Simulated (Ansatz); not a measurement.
# GaGe under changes of volume

One of the cells (24.335 Å³/atom); the others are scaled copies at fixed shape and fractional positions:

```
CELL_PARAMETERS angstrom
0.00000 2.89784 2.89784
2.89784 0.00000 2.89784
2.89784 2.89784 0.00000
ATOMIC_POSITIONS crystal
Ge 0.00000 0.00000 0.00000
Ga 0.25000 0.25000 0.25000
```

The cell comes from a database or a generator and needn't be the stable form of this composition.

| Quantity | Value |
| --- | --- |
| Program | Ansatz 0.2.0 |
| Functional | PBE |
| Potentials or basis | JTH PAW |
| Cutoff | 3600 eV (not typed: the program's choice for these potentials) |
| k mesh | 8 × 8 × 8 |
| Occupations | fermi-dirac, width 0.05 eV |
| Spin | no spin polarisation |

```csv
volume (Å³/atom),energy over the lowest point (meV/atom),pressure (GPa)
22.875,18.18,3.9
23.361,8.42,2.6
23.848,2.50,1.4
24.335,0.00,0.3
24.821,0.54,-0.6
25.308,?,?
25.795,9.45,-2.2
```

Problem. What does the run at 25.308 Å³/atom give?

Solution. Energy over the lowest point 3.79 meV/atom; pressure -1.5 GPa.

Worked out: A Birch-Murnaghan fit of order 3 (a polynomial in V^(-2/3)) to the other rows has its minimum at 24.48 Å³/atom with B0 = V·E''(V) = 49 GPa and B' = 4.9. It gives 3.79 meV/atom at 25.308 Å³/atom, against the run's 3.79, and -dE/dV = -1.5 GPa, against -1.5.

Energies are extrapolated to zero smearing.
